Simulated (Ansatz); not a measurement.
# GdCu: how the settings move a single-point run

Aim: see which settings change the result for GdCu, by how much, and at what cost.

Program: Ansatz 0.2.0. Level of theory: reference: DFT, LDA, PAW with Ansatz's default frozen-core files, scalar-relativistic. These are calculated values, not measurements.

## (1) The structure to begin with

Symmetry: Pm-3m, No. 221, cubic system. Conventional cell: a = 3.502 Å, b = 3.502 Å, c = 3.502 Å, α = 90.00°, β = 90.00°, γ = 90.00°. Gd (site symmetry m-3m) has 8 Cu at 3.03 Å as nearest neighbours. Cu (site symmetry m-3m) has 8 Gd at 3.03 Å as nearest neighbours.

Structure file:

```cif
data_structure
_symmetry_space_group_name_H-M 'Pm-3m'
_symmetry_Int_Tables_number 221
_cell_length_a 3.5020
_cell_length_b 3.5020
_cell_length_c 3.5020
_cell_angle_alpha 90.000
_cell_angle_beta 90.000
_cell_angle_gamma 90.000
_cell_volume 42.95
loop_
_atom_site_label
_atom_site_type_symbol
_atom_site_symmetry_multiplicity
_atom_site_Wyckoff_symbol
_atom_site_fract_x
_atom_site_fract_y
_atom_site_fract_z
_atom_site_occupancy
Gd1 Gd 1 b 0.50000 0.50000 0.50000 1
Cu1 Cu 1 a 0.00000 0.00000 0.00000 1
```

## (2) The reference run

input.yaml reads:

```yaml
crystal:
  lattice:
    - [0.0, 3.502, 3.502]
    - [3.502, 0.0, 0.0]
    - [0.0, 3.502, -3.502]
  atoms:
    - { symbol: Gd, position: [0.5, 0.5, 0.0], spin: 7.0 }
    - { symbol: Gd, position: [0.0, 0.5, 0.5], spin: -7.0 }
    - { symbol: Cu, position: [0.0, 0.0, 0.0] }
    - { symbol: Cu, position: [0.5, 0.0, 0.5] }
magnetization:
  spin_polarized: true
kpoints:
  mp_grid: { grid: [7, 10, 7] }
scf:
  occupations: { method: fermi_dirac, width: 0.05 }
hamiltonian:
  xc: lda
  pseudopotentials: { kind: paw }
output:
  forces: true
  stress: true
  eigenvalues: true
  populations: true
  write_density: true
  write_potential: true
  elf: true
  volumetric_format: npy
```

The run is started by

```bash
> ansatz run input.yaml --threads 2 --pin off --max-ram 6144MiB --backend cpu --events-out ev --progress --plain --runs-dir out
```

## (3) Changing settings: occupations.method gaussian, hubbard.sites [{species: Gd, l: f, u_eff: 4.0}], hubbard.double_counting fll

Changes to input.yaml since step 2:

```diff
@@ -15,3 +15,3 @@
 scf:
-  occupations: { method: fermi_dirac, width: 0.05 }
+  occupations: { method: gaussian, width: 0.05 }
 hamiltonian:
@@ -19,2 +19,3 @@
   pseudopotentials: { kind: paw }
+  hubbard: { sites: [{ species: Gd, l: f, u_eff: 4.0 }], double_counting: fll }
 output:
```

Q: Predict the outcome of this session. Wanted: for each run, ending; energy change; pressure; abs. moment; force.

The runs gave:

| run | ending | energy change | pressure (GPa) | abs. moment (μB) | force (eV/Å) | cycles | time |
| --- | --- | --- | --- | --- | --- | --- | --- |
| reference | converged | 0 | -6.1 | 14.39 | 0.00 | 17 | 15 s |
| 1: occupations.method gaussian, hubbard.sites [{species: Gd, l: f, u_eff: 4.0}], hubbard.double_counting fll | converged | +80.1 meV/atom (σ→0) (U changed: no physical gain or loss) | -5.8 | 14.73 | 0.00 | 12 | 14 s |

Residual by cycle in the longest SCF loop of each run; runs are numbered as in the table. The quantity is the density residual dr2, in eV.

| cycle | reference | run 1 |
| --- | --- | --- |
| 1 | 54.6 | 50.3 |
| 2 | 6.75 | 6.55 |
| 4 | 0.615 | 0.513 |
| 5 | 0.403 | 0.0317 |
| 7 | 0.0233 | 3.4e-4 |
| 8 | 0.00842 | 9.9e-5 |
| 10 | 1.8e-4 | 5.9e-6 |
| 11 | 9.0e-5 | 3.5e-8 |
| 13 | 5.1e-6 | - |
| 14 | 2.7e-7 | - |
| 16 | 2.5e-9 | - |
| 17 | 3.4e-10 | - |

Changing the smearing and Hubbard U moves the energy by +80.1 meV/atom (σ→0 values), and the absolute moment goes from 14.39 to 14.73 μB. The U term adds an energy of its own, so the shift says nothing about which run is better. Cost: 12 SCF cycles against 17. A changed U is a change of model: its shifts are not errors of convergence.
